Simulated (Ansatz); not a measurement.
# ZrSi+ (octet): wave-function methods side by side, def2-SVP

How much of the correlation energy of ZrSi+ (octet) does each wave-function method recover here?

The runs use Ansatz 0.2.0, Gaussian basis; def2-SVP, core rule «outside noble gas», up to 9 orbitals frozen.

The runs, in order: UHF; CCSD(T) on ROHF; CCSD(T) on UHF; CISD; CCSDT(Q) on ROHF; CCSDT(Q) on UHF; CCSDTQ on ROHF.

10 further runs of the same task are left out: 8 for a known fault of the program, 1 that didn't finish, 1 set aside as unsound or not needed.

## Step 1: What is computed

The geometry is a PBE0/def2-TZVP stationary point (not a proven minimum) of the parent state, kept for this charge and spin. No spin-orbit coupling is included. Elements past krypton take def2 core potentials.

2 atoms, charge 1, spin multiplicity 8.

Atoms are counted from 1 here; the program's logs count them from 0.

Bond lengths: Zr1–Si2 2.522 Å.

## Step 2: UHF

File in.yaml:

```yaml
crystal:
  periodic: [false, false, false]
  atoms:
    - {symbol: Zr, position_ang: [0.000000, 0.000000, 0.000000]}
    - {symbol: Si, position_ang: [0.000000, 0.000000, 2.521600]}
basis:
  gaussian: {orbitals: def2-SVP}
total_charge: 1
magnetization: {spin_polarized: true, initial_magnetization: 7}
hamiltonian: {xc: hf}
output: {orbitals: {seedname: orbitals}}
```

Run with:

```console
$ ansatz run in.yaml --threads 1 --pin off --events-out ev --progress --plain --max-ram 2816MiB --backend cpu
```

After this run come: CCSD(T) on ROHF; CCSD(T) on UHF; CISD; CCSDT(Q) on ROHF; CCSDT(Q) on UHF; CCSDTQ on ROHF.

Q: Predict the results of all the runs planned. Wanted: RCCSDTQ below the RHF energy; RMP2 from RCCSDTQ; UMP2 from RCCSDTQ; RCCSD from RCCSDTQ; RCCSD(T) from RCCSDTQ; UCCSD(T) from RCCSDTQ; RCCSDT(Q) from RCCSDTQ; UCCSDT(Q) from RCCSDTQ; T1 diagnostic.

**Answer**, as computed:

| quantity | value |
| --- | --- |
| RCCSDTQ below the RHF energy | -1.3427 eV |
| RMP2 from RCCSDTQ | +35.4 kJ/mol |
| UMP2 from RCCSDTQ | +26.6 kJ/mol |
| RCCSD from RCCSDTQ | +3.1 kJ/mol |
| RCCSD(T) from RCCSDTQ | +1.2 kJ/mol |
| UCCSD(T) from RCCSDTQ | -7.4 kJ/mol |
| RCCSDT(Q) from RCCSDTQ | 0.0 kJ/mol |
| UCCSDT(Q) from RCCSDTQ | -8.2 kJ/mol |
| levels within 1 kcal/mol (43 meV) | RCCSD, RCCSD(T), RCCSDT, RCCSDT(Q) |
| T1 diagnostic | 0.017 |

What this shows: RCCSD(T) misses by +1.2 kJ/mol, 0.9 % of the correlation energy. CCSD(T) misses by +1.2 kJ/mol on the restricted determinant and by -7.4 kJ/mol on the unrestricted one; the two need not hold the same state or core. These misses are within one basis, not against nature; the frozen cores of restricted and unrestricted runs differ, which can shift their rows.
